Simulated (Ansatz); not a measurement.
# C2H5FO2Si: the cost of one run

Program: Ansatz 0.2.0. Level of theory: RKS B3LYP-D4/def2-SVP. These are calculated values, not measurements.

1 further run of the same task is left out (it didn't finish).

## Step 1: Starting point

Bond lengths: O1–Si2 1.675 Å, Si2–C3 1.821 Å, C3–C4 1.480 Å, C4–F5 1.331 Å, Si2–O6 1.663 Å, C4–O6 1.501 Å, O1–H7 0.984 Å, Si2–H8 1.503 Å, C3–H9 1.129 Å, C3–H10 1.121 Å, C4–H11 1.157 Å. Angles (14 of 20 angles, heavy atoms first): O1–Si2–C3 117.1°, O1–Si2–O6 111.8°, C3–Si2–O6 79.1°, Si2–C3–C4 85.6°, C3–C4–F5 120.3°, C3–C4–O6 96.4°, F5–C4–O6 109.4°, Si2–O6–C4 90.8°, O1–Si2–H8 114.7°, C3–Si2–H8 116.9°, O6–Si2–H8 112.0°, Si2–O1–H7 110.0°, Si2–C3–H9 118.7°, Si2–C3–H10 118.6°.

As a file:

```xyz
11

O    -0.3113   -2.2113   -0.8761
Si    0.0390   -0.5738   -0.8629
C     0.7997    0.0982    0.6488
C    -0.2691    1.1201    0.5953
F    -0.0440    2.2984    0.0182
O    -1.2199    0.3235   -0.2494
H    -1.2851   -2.3471   -0.8436
H     0.5339   -0.0274   -2.1724
H     0.8157   -0.5416    1.5793
H     1.8268    0.5413    0.5805
H    -0.8204    1.2626    1.6027
```

## Step 2: Relaxing end A

Contents of input.yaml:

```yaml
crystal:
  periodic: [false, false, false]
  atoms:
    - { symbol: O, position_ang: [-0.3113, -2.2113, -0.8761] }
    - { symbol: Si, position_ang: [0.039, -0.5738, -0.8629] }
    - { symbol: C, position_ang: [0.7997, 0.0982, 0.6488] }
    - { symbol: C, position_ang: [-0.2691, 1.1201, 0.5953] }
    - { symbol: F, position_ang: [-0.044, 2.2984, 0.0182] }
    - { symbol: O, position_ang: [-1.2199, 0.3235, -0.2494] }
    - { symbol: H, position_ang: [-1.2851, -2.3471, -0.8436] }
    - { symbol: H, position_ang: [0.5339, -0.0274, -2.1724] }
    - { symbol: H, position_ang: [0.8157, -0.5416, 1.5793] }
    - { symbol: H, position_ang: [1.8268, 0.5413, 0.5805] }
    - { symbol: H, position_ang: [-0.8204, 1.2626, 1.6027] }
basis:
  gaussian: { orbitals: def2-SVP }
hamiltonian:
  xc: b3lyp
  dispersion: d4
relax:
  f_tol: 0.02
  max_steps: 50
```

Launch:

```
$ ansatz run input.yaml --threads 2 --pin off --max-ram 3072MiB --backend cpu --events-out ev --progress --plain --runs-dir out
```

What time and memory should one allow on 2 threads of Arm Neoverse V1, shared host?

About 51 s, with a peak of 0.26 GiB.
